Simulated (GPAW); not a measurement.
Something may be wrong with this GPAW 26.7.0 calculation of GaF.

File run.py:

```python
from ase.dft.bandgap import bandgap
from ase.io import read, write
from ase.units import GPa
from gpaw import GPAW, PW

atoms = read('POSCAR')

calc = GPAW(mode=PW(800),
            xc='revPBE',
            kpts=(8, 8),
            occupations={'name': 'fermi-dirac', 'width': 0.05},
            nbands=13,
            convergence={'density': 1e-05, 'forces': 0.0001},
            maxiter=80,
            txt='gpaw.txt')
atoms.calc = calc
energy = atoms.get_potential_energy()
forces = atoms.get_forces()
stress = atoms.get_stress()
calc.write('gs.gpw')
write('result.traj', atoms)
print(f'Energy: {energy:.6f} eV')
print('Forces (eV/A):')
print(forces.round(4))
print('Stress (GPa):', (stress / GPa).round(3))
print('Fermi level:', round(calc.get_fermi_level(), 4), 'eV')
print(f'Gap: {bandgap(calc)[0]:.4f} eV, direct: {bandgap(calc, direct=True)[0]:.4f} eV')
```

Contents of POSCAR:

```
GaF
1.0
    0.0000000000      2.8462400000      2.8462400000
    2.8462400000      0.0000000000      2.8462400000
    2.8462400000      2.8462400000      0.0000000000
Ga F
1 1
Direct
    0.2500000000      0.2500000000      0.2500000000
    0.0000000000      0.0000000000      0.0000000000
```

Potentials or basis: the program's PAW data sets (release 1.2.1) made for this functional, pw.

Command:

```sh
$ OMP_NUM_THREADS=1 python run.py
```

gpaw.txt:

```text
__  _  _
 | _ |_)|_||  |
 |__||  | ||/\| - 26.7.0

Input parameters:
  mode=PW(ecut=800.0),
  convergence={'density': 1e-05, 'forces': 0.0001},
  kpts=MonkhorstPack(size=array([8, 8])),
  maxiter=80,
  nbands=13,
  occupations=Occupations(name='fermi-dirac', width=0.05),
  xc=XC(name='revPBE')
```

On the terminal:

```text
ValueError: axes don't match array
```

Q: Diagnose the run.

A: The program refused the input. The input holds a flaw that was put in on purpose: k mesh with two numbers (kpts = [8, 8]).
